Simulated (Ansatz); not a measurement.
# CH5AlO2: vertical ionisation energy

An exercise on one series of results from a longer session: the logs are not shown, and one member is left open.

Computed with Ansatz 0.2.0, Gaussian basis. Level: unrestricted cation, the program's frozen cores in correlated methods.

The runs, in order: UKS PBE-D4/def2-TZVPP; UKS r2SCAN-D4/def2-TZVPP; UKS PBE0-D4/def2-TZVPP; UKS B3LYP-D4/def2-TZVPP; UKS wB97X-V/def2-TZVPP; UKS wB97M-V/def2-TZVPP; UKS B2PLYP/def2-TZVPP; UHF-CCSD(T)/def2-TZVPP; UHF-MP2/def2-QZVPP; extrapolation to the limit; then −ε(HOMO) from the neutral's earlier runs with LDA (SPW92), PBE-D4, revPBE-D4, BLYP-D4, r2SCAN-D4, B97M-V, PBE0-D4, B3LYP-D4, r2SCANh-D4, r2SCAN0-D4, HSE06-D4, BHLYP-D4, CAM-B3LYP-D4, LC-ωPBE, ωB97X-V, ωB97M-V.

## The geometry

The geometry comes from an earlier relaxation with PBE0-D4 in a triple-zeta def2 set; it is a stationary point, not always the lowest conformer.

9 atoms, charge 0, spin multiplicity 1.

Atoms are counted from 1 here; the program's logs count them from 0.

Bond lengths: C1–Al2 1.933 Å, C1–H5 1.094 Å, C1–H6 1.092 Å, C1–H7 1.093 Å, Al2–O3 1.698 Å, Al2–O4 1.698 Å, O3–H8 0.954 Å, O4–H9 0.955 Å. Angles: Al2–C1–H5 110.9°, Al2–C1–H6 111.7°, Al2–C1–H7 111.0°, H5–C1–H6 108.1°, H5–C1–H7 106.7°, H6–C1–H7 108.3°, C1–Al2–O3 118.6°, C1–Al2–O4 119.1°, O3–Al2–O4 122.3°, Al2–O3–H8 125.6°, Al2–O4–H9 125.4°.

The first run:

in.yaml reads:

```yaml
crystal:
  periodic: [false, false, false]
  atoms:
    - {symbol: C, position_ang: [-0.048532, 1.086897, -1.053153]}
    - {symbol: Al, position_ang: [0.022737, -0.299849, 0.292109]}
    - {symbol: O, position_ang: [1.027406, -1.641608, 0.023725]}
    - {symbol: O, position_ang: [-0.918634, -0.136706, 1.695555]}
    - {symbol: H, position_ang: [-0.449279, 0.697827, -1.993619]}
    - {symbol: H, position_ang: [-0.676326, 1.922521, -0.737759]}
    - {symbol: H, position_ang: [0.950901, 1.472359, -1.272774]}
    - {symbol: H, position_ang: [1.135639, -2.382262, 0.615903]}
    - {symbol: H, position_ang: [-0.955312, -0.765378, 2.412915]}
basis:
  gaussian: {orbitals: def2-TZVPP}
total_charge: 1
magnetization: {spin_polarized: true, initial_magnetization: 1}
hamiltonian: {xc: pbe, dispersion: d4}
```

Run with:

```sh
ansatz run in.yaml --threads 4 --pin off --events-out ev --progress --plain --max-ram 10444MiB
```

Among the steps run: Cation, UKS PBE-D4/def2-TZVPP; Cation, UKS r2SCAN-D4/def2-TZVPP; Cation, UKS PBE0-D4/def2-TZVPP; Cation, UKS B3LYP-D4/def2-TZVPP; Cation, UKS wB97X-V/def2-TZVPP; Cation, UKS wB97M-V/def2-TZVPP; Cation, UKS B2PLYP (frozen core)/def2-TZVPP; Cation, UHF-CCSD(T)/def2-TZVPP; Cation, UHF-MP2/def2-QZVPP.

One table of the session follows, with a row left open; its other results are not shown here.

For comparison, −ε(HOMO) of the neutral from earlier runs:

```
  functional  −ε(HOMO) (eV)
 LDA (SPW92)              ?
      PBE-D4           7.16
   revPBE-D4           7.08
     BLYP-D4           7.07
   r2SCAN-D4           7.51
      B97M-V           7.58
     PBE0-D4           8.60
    B3LYP-D4           8.36
  r2SCANh-D4           8.01
  r2SCAN0-D4           8.76
    HSE06-D4           8.19
    BHLYP-D4           9.83
CAM-B3LYP-D4          10.02
     LC-ωPBE          11.43
     ωB97X-V          11.04
     ωB97M-V          10.90
```

Estimate the missing values for LDA (SPW92).

**Answer.** −ε(HOMO) (eV): 7.37. In the column «−ε(HOMO) (eV)» it lies between PBE-D4 (7.16) and r2SCAN-D4 (7.51).
